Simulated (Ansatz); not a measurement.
# The cluster W₂O₆: one molecule under many settings

Program: Ansatz 0.2.0, Gaussian basis. Level of theory: the settings change from run to run. These are calculated values, not measurements.

### 1 The relaxed structure

An earlier PBE-D4/def2-SVP relaxation fixed the geometry. W takes a core potential in def2 sets; no spin-orbit term is included.

8 atoms, charge 0, spin multiplicity 1.

Atoms are counted from 1 here; the program's logs count them from 0.

Bond lengths: W1–O3 1.725 Å, W1–O5 1.942 Å, W1–O7 1.725 Å, W1–O8 1.942 Å, W2–O4 1.725 Å, W2–O5 1.942 Å, W2–O6 1.725 Å, W2–O8 1.942 Å. Angles: O3–W1–O5 115.5°, O3–W1–O7 109.7°, O3–W1–O8 115.5°, O5–W1–O7 115.5°, O5–W1–O8 83.0°, O7–W1–O8 115.5°, O4–W2–O5 115.5°, O4–W2–O6 109.7°, O4–W2–O8 115.5°, O5–W2–O6 115.5°, O5–W2–O8 83.0°, O6–W2–O8 115.5°, W1–O5–W2 97.0°, W1–O8–W2 97.0°.

As a file:

```mol
O6W2
  3D, bonds by distance, orders not assigned

  8  8  0  0  0  0  0  0  0  0999 V2000
   -1.2743   -0.5529   -0.4318 W   0  0
    1.2742    0.5529    0.4318 W   0  0
   -2.5747    0.3579   -1.1057 O   0  0
    2.5747   -0.3579    1.1054 O   0  0
    0.4806   -0.1863   -1.1796 O   0  0
    1.7135    2.2187    0.3478 O   0  0
   -1.7135   -2.2186   -0.3476 O   0  0
   -0.4806    0.1864    1.1796 O   0  0
  1  3  8  0
  1  5  8  0
  1  7  8  0
  1  8  8  0
  2  4  8  0
  2  5  8  0
  2  6  8  0
  2  8  8  0
M  END
```

### 2 CAM-B3LYP/def2-TZVPP

This run has D4 dispersion.

Input file in.yaml:

```yaml
crystal:
  periodic: [false, false, false]
  atoms:
    - {symbol: W, position_ang: [-1.274253, -0.552912, -0.431788]}
    - {symbol: W, position_ang: [1.274208, 0.552906, 0.431806]}
    - {symbol: O, position_ang: [-2.574662, 0.357887, -1.105658]}
    - {symbol: O, position_ang: [2.574743, -0.357929, 1.105395]}
    - {symbol: O, position_ang: [0.480586, -0.186312, -1.179587]}
    - {symbol: O, position_ang: [1.713466, 2.218660, 0.347775]}
    - {symbol: O, position_ang: [-1.713538, -2.218640, -0.347566]}
    - {symbol: O, position_ang: [-0.480559, 0.186351, 1.179613]}
basis:
  gaussian: {orbitals: def2-TZVPP}
hamiltonian: {xc: {name: CAM-B3LYP}, dispersion: d4}
scf: {omitted_lower_state_checks: [starts]}
```

Started as:

```sh
ansatz run in.yaml --threads 4 --pin off --events-out ev --progress --plain --max-ram 8704MiB
```

**Question.** How long does this run take on 4 threads of Intel Xeon 6975P-C, shared host, and how much memory does it need?

About 4.1 s, with a peak of 0.91 GiB.
